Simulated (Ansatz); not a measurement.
# AlH5O2Si: the cost of one run

Method: RKS revPBE/def2-SVP, in Ansatz 0.2.0.

## 1. The starting structure

Bond lengths: Al1–H2 1.560 Å, Al1–O3 1.780 Å, O3–H4 1.010 Å, Al1–O5 1.780 Å, O5–Si6 1.680 Å, Si6–H7 1.460 Å, Si6–H8 1.460 Å, Si6–H9 1.460 Å. Angles: H2–Al1–O3 120.0°, H2–Al1–O5 120.0°, O3–Al1–O5 120.0°, Al1–O3–H4 109.5°, Al1–O5–Si6 125.0°, O5–Si6–H7 109.5°, O5–Si6–H8 109.5°, O5–Si6–H9 109.5°, H7–Si6–H8 109.4°, H7–Si6–H9 109.4°, H8–Si6–H9 109.4°.

Coordinates:

```xyz
9

Al    0.0000    0.0000    0.0000
H     0.0000    0.0000    1.5600
O     1.5415    0.0000   -0.8900
H     1.8414   -0.9519   -1.0449
O    -1.5415    0.0000   -0.8900
Si   -2.6907   -1.2238   -0.8267
H    -2.2881   -2.2198    0.1620
H    -3.9833   -0.6595   -0.4496
H    -2.8007   -1.8572   -2.1376
```

## 2. Preparing the start

input.yaml reads:

```yaml
crystal:
  periodic: [false, false, false]
  atoms:
    - { symbol: Al, position_ang: [0.0, 0.0, 0.0] }
    - { symbol: H, position_ang: [0.0, 0.0, 1.56] }
    - { symbol: O, position_ang: [1.5415, 0.0, -0.89] }
    - { symbol: H, position_ang: [1.8414, -0.9519, -1.0449] }
    - { symbol: O, position_ang: [-1.5415, 0.0, -0.89] }
    - { symbol: Si, position_ang: [-2.6907, -1.2238, -0.8267] }
    - { symbol: H, position_ang: [-2.2881, -2.2198, 0.162] }
    - { symbol: H, position_ang: [-3.9833, -0.6595, -0.4496] }
    - { symbol: H, position_ang: [-2.8007, -1.8572, -2.1376] }
basis:
  gaussian: { orbitals: def2-SVP }
hamiltonian:
  xc: revpbe
relax:
  f_tol: 0.02
  max_steps: 40
output:
  orbitals: {}
```

Launch:

```bash
$ ansatz run input.yaml --threads 2 --pin off --max-ram 3072MiB --backend cpu --events-out ev --progress --plain --runs-dir out
```

**Question.** How long does this run take on 2 threads of Arm Neoverse V2, shared host, and how much memory does it need?

About 20 s, with a peak of 0.12 GiB.
